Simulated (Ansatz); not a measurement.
# Ti: the cost of one run

Program: Ansatz 0.2.0. Level of theory: DFT LDA, scalar-relativistic, plane waves, PAW. These are calculated values, not measurements.

13 further runs of the same task are left out: 1 that didn't finish, 12 set aside as unsound or not needed.

## (1) The structure to begin with

The structure is hexagonal, space group P6_3/mmc (No. 194). Conventional cell: a = 2.950 Å, b = 2.950 Å, c = 4.686 Å, α = 90.00°, β = 90.00°, γ = 120.00°. Ti (site symmetry -6m2) is surrounded by 12 Ti at 2.90 to 2.95 Å.

Coordinates:

```cif
data_structure
_symmetry_space_group_name_H-M 'P 1'
_symmetry_Int_Tables_number 1
_cell_length_a 2.9500
_cell_length_b 2.9500
_cell_length_c 4.6860
_cell_angle_alpha 90.000
_cell_angle_beta 90.000
_cell_angle_gamma 120.000
_cell_volume 35.32
loop_
_atom_site_label
_atom_site_type_symbol
_atom_site_fract_x
_atom_site_fract_y
_atom_site_fract_z
_atom_site_occupancy
Ti1 Ti 0.33333 0.66667 0.25000 1
Ti2 Ti 0.66667 0.33333 0.75000 1
```

The structure comes from the Crystallography Open Database.

## (6) Plan of the scan

Gamma surface: rigid slide across a plane, one fault a cell; the plane is (0 0 1) of the conventional cell.

- slide along a1: 12 values from 0.000 to 0.917, periodic
- slide along a2: 12 values from 0.000 to 0.917, periodic

Nothing else is relaxed (rigid halves, spacing across the cut fixed). Energies count from the perfect crystal. Points are written as (first, second).

The two vectors of the plane (Å): (-1.432, -2.480, 0.000); (1.432, -2.480, 0.000).

(The set-up runs are not shown.)

## (7) The run at (4/12, 10/12) of the map's two axes

Input file input.yaml:

```yaml
crystal:
  lattice:
    - [-1.4318407282, -2.4800208895, 0.0]
    - [1.4318407281, -2.4800208896, 0.0]
    - [0.715920364, -2.8933577045, 13.604708223]
  atoms:
    - { symbol: Ti, position: [0.3611055556, -0.0972361111, 0.9166833333] }
    - { symbol: Ti, position: [0.5833277778, 0.4583194444, 0.2500166667] }
    - { symbol: Ti, position: [0.4722166667, 0.1805416667, 0.58335] }
    - { symbol: Ti, position: [0.30555, 0.263875, 0.08335] }
    - { symbol: Ti, position: [0.1944388889, -0.0139027778, 0.4166833333] }
    - { symbol: Ti, position: [0.0833277778, -0.2916805556, 0.7500166667] }
basis:
  ecutwfc: 520.0
kpoints:
  mp_grid: { grid: [17, 17, 4] }
hamiltonian:
  xc: lda
  pseudopotentials: { kind: paw, azcp: { folder: soft_1 } }
scf:
  occupations: { method: gaussian, width: 0.15 }
output:
  forces: true
  stress: true
  eigenvalues: true
```

Started as:

```sh
> ansatz run input.yaml --threads 4 --pin off --max-ram 8192MiB --backend cpu --events-out ev --progress --plain --runs-dir out
```

Q: Estimate wall time and peak memory on 4 threads of Intel Xeon Platinum 8488C (Sapphire Rapids), shared host.

About 34 s, with a peak of 2.2 GiB.
